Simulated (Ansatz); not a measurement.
# CH5O2SbSi: how energies converge with the basis set

How large a basis does CH5O2SbSi need? Two functionals are run in growing sets.

Computed with Ansatz 0.2.0, Gaussian basis. Level: one geometry, several basis sets.

Levels to be run: PBE0-D4/def2-SVP; ωB97M-V/def2-SVP; PBE0-D4/def2-QZVPP; ωB97M-V/def2-QZVPP; the functionals' def2-TZVPP values are taken from earlier runs.

## (1) The geometry

An earlier PBE0-D4 in a triple-zeta def2 set relaxation fixed the geometry. Sb takes the def2 core potential; no spin-orbit term is included.

SMILES `[OH][Sb]1[CH2][SiH2][O]1`, 10 atoms, charge 0, spin multiplicity 1.

Atoms are counted from 1 here; the program's logs count them from 0.

Bond lengths: O1–Sb2 1.961 Å, O1–H6 0.961 Å, Sb2–C3 2.162 Å, Sb2–O5 1.995 Å, C3–Si4 1.884 Å, C3–H7 1.090 Å, C3–H8 1.090 Å, Si4–O5 1.660 Å, Si4–H9 1.487 Å, Si4–H10 1.489 Å. Angles: Sb2–O1–H6 112.8°, O1–Sb2–C3 90.9°, O1–Sb2–O5 97.9°, C3–Sb2–O5 78.5°, Sb2–C3–Si4 86.6°, Sb2–C3–H7 113.8°, Sb2–C3–H8 110.3°, Si4–C3–H7 116.3°, Si4–C3–H8 117.4°, H7–C3–H8 110.4°, C3–Si4–O5 95.8°, C3–Si4–H9 114.2°, C3–Si4–H10 113.7°, O5–Si4–H9 112.8°, O5–Si4–H10 111.5°, H9–Si4–H10 108.5°, Sb2–O5–Si4 98.8°.

Coordinates:

```tsv
atom	x (Å)	y (Å)	z (Å)
O1	-2.25462	0.33192	0.13754
Sb2	-0.75332	0.46309	1.39159
C3	0.59614	0.95693	-0.22346
Si4	1.01092	-0.87931	-0.29054
O5	0.07718	-1.31072	1.01285
H6	-3.08421	0.11441	0.57056
H7	1.40634	1.62530	0.06914
H8	0.04279	1.37703	-1.06364
H9	0.59185	-1.55206	-1.54824
H10	2.45003	-1.17770	-0.05280
```

## (2) PBE0-D4 in def2-SVP

File in.yaml:

```yaml
crystal:
  periodic: [false, false, false]
  atoms:
    - {symbol: O, position_ang: [-2.254619, 0.331921, 0.137538]}
    - {symbol: Sb, position_ang: [-0.753316, 0.463086, 1.391595]}
    - {symbol: C, position_ang: [0.596144, 0.956931, -0.223465]}
    - {symbol: Si, position_ang: [1.010915, -0.879307, -0.290537]}
    - {symbol: O, position_ang: [0.077178, -1.310715, 1.012849]}
    - {symbol: H, position_ang: [-3.084210, 0.114407, 0.570565]}
    - {symbol: H, position_ang: [1.406337, 1.625304, 0.069136]}
    - {symbol: H, position_ang: [0.042789, 1.377033, -1.063641]}
    - {symbol: H, position_ang: [0.591850, -1.552059, -1.548236]}
    - {symbol: H, position_ang: [2.450031, -1.177701, -0.052804]}
basis:
  gaussian: {orbitals: def2-SVP}
hamiltonian: {xc: pbe0, dispersion: d4}
output: {orbitals: {seedname: orbitals}}
```

Command:

```console
$ ansatz run in.yaml --threads 4 --pin off --events-out ev --progress --plain --max-ram 10444MiB
```

After this run come: ωB97M-V in def2-SVP; PBE0-D4 in def2-QZVPP; ωB97M-V in def2-QZVPP.

Before running them: what should the planned runs give, taken together? Wanted: PBE0-D4: double and triple zeta above quadruple; ωB97M-V: double and triple zeta above quadruple.

**Answer**, as computed:

| quantity | value |
| --- | --- |
| PBE0-D4: double and triple zeta above quadruple | 10.64, 0.68 eV |
| ωB97M-V: double and triple zeta above quadruple | 10.81, 0.65 eV |

What this shows: PBE0-D4 gains 9.95 eV from double to triple zeta, then 0.68 eV more. Total energies overstate the basis error of differences, where much of it tends to cancel. The LUMO of ωB97M-V is positive and keeps falling with the basis (0.81 to 0.28 eV): an unbound level that the basis holds in place.
